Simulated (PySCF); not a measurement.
The system is O2CGeH4, in a box.

```
O C Ge H
1.0
    14.00000    0.00000    0.00000
     0.00000   12.00000    0.00000
     0.00000    0.00000   12.00000
O C Ge H
2 1 1 4
Direct
  0.57417 0.46829 0.60780
  0.52013 0.59626 0.48826
  0.58461 0.55292 0.55550
  0.40905 0.51477 0.48008
  0.64992 0.60392 0.55823
  0.36341 0.51157 0.59574
  0.43255 0.39958 0.43317
  0.35194 0.58612 0.39787
```

Base run:

| Quantity | Value |
| --- | --- |
| Program | PySCF 2.14.0 |
| Functional | HSE03 |
| Potentials or basis | pob-tzvp-rev2 (all-electron) |
| k mesh | 1 × 1 × 1 |
| Occupations | fixed |
| Spin | no spin polarisation |

Its results: gap between the frontier levels 7.73 eV.

Question: The run is repeated on the same cell with these changes: functional from HSE03 to PBE. What comes out?

Answer: Gap between the frontier levels 5.61 eV.

HSE03 gives the wider gap, since exact exchange removes part of the self-interaction.

Caveats: this is a molecule in a periodic box at the Γ point, so its band gap is the HOMO-LUMO gap; relativity is left out, which matters for the heavier elements; the basis of atomic orbitals isn't converged, which shifts pressures, moduli and gaps; this basis is made for solids and lacks diffuse functions, so gaps of a molecule come out too wide by an eV or more; this program's HSE differs a little from the usual definition (some runs).

